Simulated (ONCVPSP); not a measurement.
# Pseudopotential generation for O: ONCV, PBE

Do these settings give a usable potential? It is generated, then checked for transferability, scattering, ghosts and hardness.

The numbers are computed with ONCVPSP 4.0.1.1 (patched build) (PBE, scalar-relativistic, spin-unpolarised reference atom).

### 1 The atom and the settings

The settings as typed:

- element: oxygen (O, Z = 8)
- type: optimised norm-conserving Vanderbilt (ONCV)
- frozen core: [He]
- valence charge: 6
- reference configuration: 2s2 2p4
- partial waves: 2s: rc 0.85 bohr, ncon 4, nbas 9, qcut 8.9 1/bohr, 2 projectors, debl 1.8 Ha; 2p: rc 1.70 bohr, ncon 3, nbas 7, qcut 6.9 1/bohr, 2 projectors, debl 3.5 Ha; d scattering state at 0.13 Ha: rc 1.60 bohr, ncon 4, nbas 7, qcut 6 1/bohr, 3 projectors, debl 0.7 Ha
- local potential: polynomial inside 0.65 bohr (lpopt 5, dvloc0 3 Ha)
- core correction: polynomial model core, fcfact 0.6

The outer shells as boxes (Hund's rule for the drawing; the calculation is spin-unpolarised):

```
[He] core
2s [↑↓]
2p [↑↓][↑ ][↑ ]
```

The nodes and maxima of the atom's own shells, from an earlier all-electron run, set the scale for the radii.

All-electron outer shells of the reference configuration (PBE, scalar-relativistic, ld1.x):

| shell | level (eV) | outermost node (bohr) | outermost maximum (bohr) |
| --- | --- | --- | --- |
| 1s | -514.70 | – | 0.13 |
| 2s | -23.96 | 0.28 | 0.87 |
| 2p | -9.03 | – | 0.82 |

### 2 Generation

The input, O.dat:

```
# ATOM AND REFERENCE CONFIGURATION
# atsym  z   nc   nv     iexc    psfile
  O 8.00    1    2        4      upf
#
#   n    l    f
    1    0    2.00
    2    0    2.00
    2    1    4.00
#
# PSEUDOPOTENTIAL AND OPTIMIZATION
# lmax
    2
#
#   l,   rc,      ep,       ncon, nbas, qcut
    0    0.85    0.00    4    9    8.90
    1    1.70    0.00    3    7    6.90
    2    1.60    0.13    4    7    6.00
#
# LOCAL POTENTIAL
# lloc, lpopt,  rc(5),   dvloc0
    4    5    0.65    3.00
#
# VANDERBILT-KLEINMAN-BYLANDER PROJECTORs
# l, nproj, debl
    0    2    1.80
    1    2    3.50
    2    3    0.70
#
# MODEL CORE CHARGE
# icmod, fcfact, rcfact
    1    0.60    0.00
#
# LOG DERIVATIVE ANALYSIS
# epsh1, epsh2, depsh
   -2.00    5.00    0.02
#
# OUTPUT GRID
# rlmax, drl
    6.00    0.01
#
# TEST CONFIGURATIONS
# ncnf
    4
# nvcnf
#   n    l    f
    2
    2    0    2.00
    2    1    3.00
#
    2
    2    0    2.00
    2    1    2.00
#
    2
    2    0    2.00
    2    1    1.00
#
    2
    2    0    2.00
    2    1    0.00
#
```

On the command line:

```
oncvpsp.x < O.dat > O.out
```

What does the calculation give? Wanted: cutoffs for 1 and 0.1 mHa per electron, occupied waves; bound ghosts; GHOST(+) flags; largest test error; largest phase difference near zero energy, channels read; rms error of d²Exc/dn², without and with the model core.

**Answer**, as computed:

| quantity | value |
| --- | --- |
| cutoffs for 1 and 0.1 mHa per electron, occupied waves | 37 Ha and 162 Ha |
| bound ghosts | d at -588.80 eV |
| GHOST(+) flags | none at low energy |
| largest test error (AE − PS) | +5524 meV, for 2s2 2p0 |
| largest phase difference near zero energy, channels read | 0.000 rad |
| rms error of d²Exc/dn², without and with the model core | 1.27 and 1.51 mHa |

It has a bound ghost (d), a state that the atom doesn't have, and that rules the file out. The worst unpolarised test, 2s2 2p0, is off by 5524 meV on 180.8 eV; by total energies transferability rates as poor. That test lies far up in energy; among those under 40 eV, nearer to bonding, the largest error is 77 meV. By its cutoff, 37 Ha for the looser tolerance, it is hard. The tighter tolerance needs 162 Ha, and converged work needs a cutoff nearer that. At the looser tolerance the 2s wave is the slowest; 2p needs 19 Ha. Near zero energy the phases of the channels with partial waves agree within 0.001 rad.
